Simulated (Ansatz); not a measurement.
# CH4OSSi: small, medium and large basis sets

An exercise on one series of results from a longer session: the logs are not shown, and one member is left open.

The runs use Ansatz 0.2.0, Gaussian basis; one geometry, several basis sets.

The runs, in order: PBE0-D4/def2-SVP; ωB97M-V/def2-SVP; PBE0-D4/def2-QZVPP; ωB97M-V/def2-QZVPP; the functionals' def2-TZVPP values are taken from earlier runs.

**The geometry**

An earlier PBE0-D4 in a triple-zeta def2 set relaxation fixed the geometry.

SMILES `O=C([SiH3])S`, 8 atoms, charge 0, spin multiplicity 1.

Atoms are counted from 1 here; the program's logs count them from 0.

Bond lengths: O1–C2 1.201 Å, C2–Si3 1.927 Å, C2–S4 1.785 Å, Si3–H5 1.484 Å, Si3–H6 1.482 Å, Si3–H7 1.482 Å, S4–H8 1.346 Å. Angles: O1–C2–Si3 121.5°, O1–C2–S4 123.4°, Si3–C2–S4 115.2°, C2–Si3–H5 110.0°, C2–Si3–H6 107.1°, C2–Si3–H7 107.1°, H5–Si3–H6 110.9°, H5–Si3–H7 110.9°, H6–Si3–H7 110.7°, C2–S4–H8 95.2°.

Set-up of the first run:

in.yaml reads:

```yaml
crystal:
  periodic: [false, false, false]
  atoms:
    - {symbol: O, position_ang: [-0.419104, -0.636159, 1.647322]}
    - {symbol: C, position_ang: [-0.256605, -0.512945, 0.463540]}
    - {symbol: Si, position_ang: [0.522678, 1.083251, -0.284292]}
    - {symbol: S, position_ang: [-0.707132, -1.766296, -0.725364]}
    - {symbol: H, position_ang: [0.605248, 0.964664, -1.761059]}
    - {symbol: H, position_ang: [-0.347482, 2.217461, 0.106219]}
    - {symbol: H, position_ang: [1.872458, 1.229038, 0.309787]}
    - {symbol: H, position_ang: [-1.177962, -2.636214, 0.188145]}
basis:
  gaussian: {orbitals: def2-SVP}
hamiltonian: {xc: pbe0, dispersion: d4}
output: {orbitals: {seedname: orbitals}}
```

Command:

```
$ ansatz run in.yaml --threads 2 --pin off --events-out ev --progress --plain --max-ram 4352MiB
```

Steps of the session up to this table: PBE0-D4 in def2-SVP; ωB97M-V in def2-SVP; PBE0-D4 in def2-QZVPP; ωB97M-V in def2-QZVPP.

One table of the session follows, with a row left open; its other results are not shown here.

It belongs to the step «Functionals by basis». 

```
functional       basis  HOMO (eV)
   PBE0-D4    def2-SVP      -7.30
   PBE0-D4  def2-TZVPP      -7.38
   PBE0-D4  def2-QZVPP      -7.41
   ωB97M-V    def2-SVP          ?
   ωB97M-V  def2-TZVPP      -9.57
   ωB97M-V  def2-QZVPP      -9.61
```

Q: Estimate the row for ωB97M-V, def2-SVP from the others.

The run gave: HOMO (eV): -9.45. In the column «HOMO (eV)» it lies between ωB97M-V, def2-TZVPP (-9.57) and PBE0-D4, def2-QZVPP (-7.41).
